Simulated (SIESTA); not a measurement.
## NiMoIrPdW under changes of volume

One of the cells (14.969 Å³/atom); the others are scaled copies at fixed shape and fractional positions:

```
Ni Mo Pd Ir W
1.0
     2.36013   -1.44086    0.00912
     2.36013    1.44086    0.00912
    -2.22061    0.00000   10.99608
Ni Mo Pd Ir W
1 1 1 1 1
Cartesian
  1.6968 0.0000 3.2557
  -0.5256 0.0000 10.0350
  0.0780 0.0000 5.3993
  3.2995 0.0000 1.2015
  1.7003 0.0000 7.6445
```

The cell was built by a generator and needn't be a form met in nature.

| Item | Value |
| --- | --- |
| Program | SIESTA 5.4.2 |
| Functional | PBE |
| Potentials or basis | PseudoDojo 0.4 standard (PBE files) |
| Basis | DZP (energy shift 0.003 Ry; two zetas on semicore shells) |
| Grid cutoff | 800 Ry |
| Energy shift | 0.003 Ry |
| k mesh | 11 × 11 × 3 |
| Occupations | fermi-dirac, width 0.05 eV |
| Spin | collinear spin, ferromagnetic start |
| Starting moments | [1.0, 1.0, 0.0, 0.6, 0.0] μB |

```tsv
volume (Å³/atom)	energy over the lowest point (meV/atom)	pressure (GPa)	largest force (eV/Å)
13.795	62.61	21.6	0.808
14.089	29.84	14.5	0.635
14.382	9.20	8.3	0.466
14.969	0.00	-2.7	0.227
15.263	9.28	-7.1	0.239
15.556	?	?	?
```

Task: What does the run at 15.556 Å³/atom give?

Result: Energy over the lowest point 26.08 meV/atom; pressure -11.0 GPa; largest force 0.246 eV/Å.

Worked out: A Birch-Murnaghan fit of order 3 (a polynomial in V^(-2/3)) to the other rows has its minimum at 14.81 Å³/atom with B0 = V·E''(V) = 261 GPa and B' = 4.1 at fixed shape and positions, which overstates the stiffness. It gives 26.66 meV/atom at 15.556 Å³/atom, against the run's 26.08, and -dE/dV = -11.6 GPa, against -11.0.

Energies are extrapolated to zero smearing.

Caveats: short orbitals over semicore shells can move pressures by several GPa; the basis of atomic orbitals isn't converged, which shifts pressures, moduli and gaps.
